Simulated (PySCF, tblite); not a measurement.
**C₃H₁₀F₂OSi₂: geometry, infrared bands and NMR shifts**

Wanted: the infrared bands and NMR shifts of C₃H₁₀F₂OSi₂ (`FC(F)O[C@H]([SiH3])C[SiH3]`), by calculation.

The runs use tblite 0.8.0 and PySCF 2.14.0, with density-fitted response routines of our own; the level of theory stands in each step. All values are computed, except where a source is named. Atoms count from 0, in the outputs and in this text.

### Step 1. Starting geometry

18 atoms, charge 0, multiplicity 1; geometry from: force field or distance geometry start.

Bonds of the start (Å): F0–C1 1.40, C1–F2 1.37, C1–O3 1.37, O3–C4 1.36, C4–Si5 1.88, C4–C6 1.52, C6–Si7 1.84, C1–H8 1.13, C4–H9 1.11, Si5–H10 1.45, Si5–H11 1.48, Si5–H12 1.48, C6–H13 1.11, C6–H14 1.12, Si7–H15 1.48, Si7–H16 1.47, Si7–H17 1.48.

### Step 2. Relaxing the molecule with GFN2-xTB

Job settings and geometry (Å):

```
{"job": {"kind": "relax", "xc": "GFN2-xTB", "basis": "xTB"}, "charge": 0, "multiplicity": 1}
F     -1.674200    -2.076500     1.273600
C     -1.552300    -0.687500     1.443300
F     -2.703600    -0.194300     2.002600
O     -1.195400    -0.108900     0.249700
C      0.032600     0.485400     0.215800
Si    -0.250400     2.294000    -0.198400
C      0.866600    -0.015800    -0.956800
Si     1.224700    -1.819500    -0.931000
H     -0.765800    -0.594300     2.245000
H      0.577400     0.418900     1.177100
H     -1.330200     2.457800    -1.153200
H      0.970300     2.879800    -0.807500
H     -0.497500     2.984300     1.082600
H      1.821300     0.550600    -0.927200
H      0.295700     0.302800    -1.869900
H      2.701600    -1.942700    -0.978500
H      0.791500    -2.509100     0.287400
H      0.678900    -2.418500    -2.166200
```

On the command line:

```bash
> OMP_NUM_THREADS=1 python probes_run.py task.json out
```

One launch serves the whole session: the jobs run in the order shown.

**Question.** This job is followed by: GFN2-xTB harmonic vibrations, gas phase; GIAO PBE0/pcSseg-1 NMR shielding, non-relativistic, gas phase. Predict these results of the whole session: strongest single infrared mode (GFN2-xTB); zero-point energy (GFN2-xTB); 13C shifts against TMS (PBE0/pcSseg-1); 1H shifts against TMS (PBE0/pcSseg-1, means over atoms taken as alike); 19F shifts against CFCl3 (PBE0/pcSseg-1); 17O shifts against H2O (PBE0/pcSseg-1); 29Si shifts against TMS (PBE0/pcSseg-1).

The runs gave:

| quantity | value |
| --- | --- |
| strongest single infrared mode (GFN2-xTB) | 784 cm⁻¹, 472 km/mol |
| zero-point energy (GFN2-xTB) | 74.1 kcal/mol |
| 13C shifts against TMS (PBE0/pcSseg-1) | 126.4, 73.5, 17.9 ppm |
| 1H shifts against TMS (PBE0/pcSseg-1, means over atoms taken as alike) | 6.26, 4.02, 3.93, 3.60, 1.53, 1.05 ppm |
| 19F shifts against CFCl3 (PBE0/pcSseg-1) | -82.8, -96.4 ppm |
| 17O shifts against H2O (PBE0/pcSseg-1) | 125.9 ppm |
| 29Si shifts against TMS (PBE0/pcSseg-1) | -64.3, -71.2 ppm |

In words: Relaxing lowered the energy by 0.686 eV in 117 steps; the close pair that moved most is O3–C4, from 1.365 to 1.454 Å. All 48 modes are real, so the xTB geometry is a minimum. The strongest single mode, at 784 cm⁻¹, has its largest shares on H12, H16, H11 and H17 (the list is cut at 4 atoms). GFN2-xTB is a fitted tight-binding method: band positions and strengths are rough. Its intensities can rank the bands wrongly. The most deshielded hydrogen is H8 (hydrogen on an sp3 CH bonded to 2 F and O), at 6.26 ppm: its carbon carries F and O, hence the downfield position. At PBE0/pcSseg-1: The widest tensor belongs to F2: span 183 ppm, with a paramagnetic part of -220 ppm.
